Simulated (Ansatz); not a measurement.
The system is PdPt.

```
Pt Pd
1.0
     1.38340    0.79871    4.56037
    -1.38340    0.79871    4.56037
     0.00000   -1.59741    4.56037
Pt Pd
1 1
Direct
  0.50000 0.50000 0.50000
  0.00000 0.00000 0.00000
```

The cell comes from a database or a generator and needn't be the stable form of this composition.

```yaml
Program: Ansatz 0.2.0
Task: relaxation of cell and atoms
Functional: PBE
Potentials_or_basis: Ansatz PAW
Cutoff: "420 eV (not typed: the program's choice for these potentials)"
k_mesh: 11 × 11 × 11
Occupations: fermi-dirac, width 0.05 eV
Spin: no spin polarisation
```

At the start: volume 15.12 Å³/atom.

Task: How do energy, volume and symmetry change on relaxing?

Result: It ends after 5 steps and the volume is 15.42 Å³/atom (+2.0 %); space group R-3m (No. 166, to 0.05 Å).

Step by step:
```csv
step,energy change (eV),largest force (eV/Å),volume (Å³)
1,0.0000,0.0000,30.23
2,-0.0084,0.0000,30.85
3,-0.0084,0.0000,30.84
4,-0.0085,0.0000,30.83
5,-0.0087,0.0000,30.83
```

Final structure:
```cif
data_structure
_symmetry_space_group_name_H-M 'P 1'
_symmetry_Int_Tables_number 1
_cell_length_a 4.8417
_cell_length_b 4.8417
_cell_length_c 4.8417
_cell_angle_alpha 33.522
_cell_angle_beta 33.522
_cell_angle_gamma 33.522
_cell_volume 30.83
loop_
_atom_site_label
_atom_site_type_symbol
_atom_site_fract_x
_atom_site_fract_y
_atom_site_fract_z
_atom_site_occupancy
Pt1 Pt 0.50000 0.50000 0.50000 1
Pd1 Pd 0.00000 0.00000 0.00000 1
```

Caveat: the plane-wave basis is chosen anew once the cell has moved, so the energies of steps on either side of that aren't comparable.
